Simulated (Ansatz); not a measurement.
## BGeH5O3, SMILES OB(O)[O][GeH3]: a single point from an input written key by key

Computed with the Python package of Ansatz (0.2.0).

`deck.py`:
```python
# -*- coding: utf-8 -*-
"""Run BGeH5O3 from an input written out key by key."""

import ansatz as az


def main():
    deck = {
        "crystal": {
            "periodic": [False, False, False],
            "atoms": [
                {"symbol": "O", "position_ang": [-0.8985, -0.3168, -1.9041]},
                {"symbol": "B", "position_ang": [0.1744, -0.5869, -1.0381]},
                {"symbol": "O", "position_ang": [1.5086, -0.2767, -1.4792]},
                {"symbol": "O", "position_ang": [0.0219, -1.277, 0.221]},
                {"symbol": "Ge", "position_ang": [-0.27, -0.0113, 1.4387]},
                {"symbol": "H", "position_ang": [-1.2284, 0.6558, -1.6519]},
                {"symbol": "H", "position_ang": [1.743, 0.6346, -1.1135]},
                {"symbol": "H", "position_ang": [-1.4545, 0.8966, 1.0841]},
                {"symbol": "H", "position_ang": [-0.5198, -0.6439, 2.8796]},
                {"symbol": "H", "position_ang": [1.0064, 0.8744, 1.5665]},
            ],
        },
        "basis": {"gaussian": {"orbitals": "def2-SVP"}},
        "hamiltonian": {"xc": "b3lyp"},
    }
    session = az.Session.from_dict(deck)
    r = session.plan(threads=1).execute().report

    for key in ("converged", "free_energy_ev", "reference_energy_ev", "n_frozen", "n_occupied", "n_virtual"):
        print(f"{key:22s} {r[key]}")
    symbols = ["O", "B", "O", "O", "Ge", "H", "H", "H", "H", "H"]
    state = r["mean_field"]["state"]
    print(f"mean field: {state['energy']['hartree']:.7f} Ha, <S^2> = {abs(state['spin_squared']):.4f}, stability: {state.get('stability', {}).get('kind')}")


if __name__ == "__main__":
    main()
```

```console
$ python deck.py
converged              True
free_energy_ev         -63408.92697441071
reference_energy_ev    -63408.92697441071
n_frozen               0
n_occupied             [33, 33]
n_virtual              [80, 80]
mean field: -2330.2350862 Ha, <S^2> = 0.0000, stability: minimum
```

Caveats:
- Total energies depend on the basis set; only differences at equal settings carry meaning.
- The geometry is a force-field or estimated start, not a minimum of this method, and the basis set is short of its limit.
- b3lyp holds the VWN-RPA fit, as in Gaussian; the form of ORCA and Turbomole is b3lyp5.
- Run time: 4.7 s on 1 thread of Arm Neoverse V1, with other jobs on the host, peak memory 0.29 GiB.

(A comment or docstring line of the script was reworded after the run, the code is as it ran; lines on the test bed's own set-up are left out of the output.)
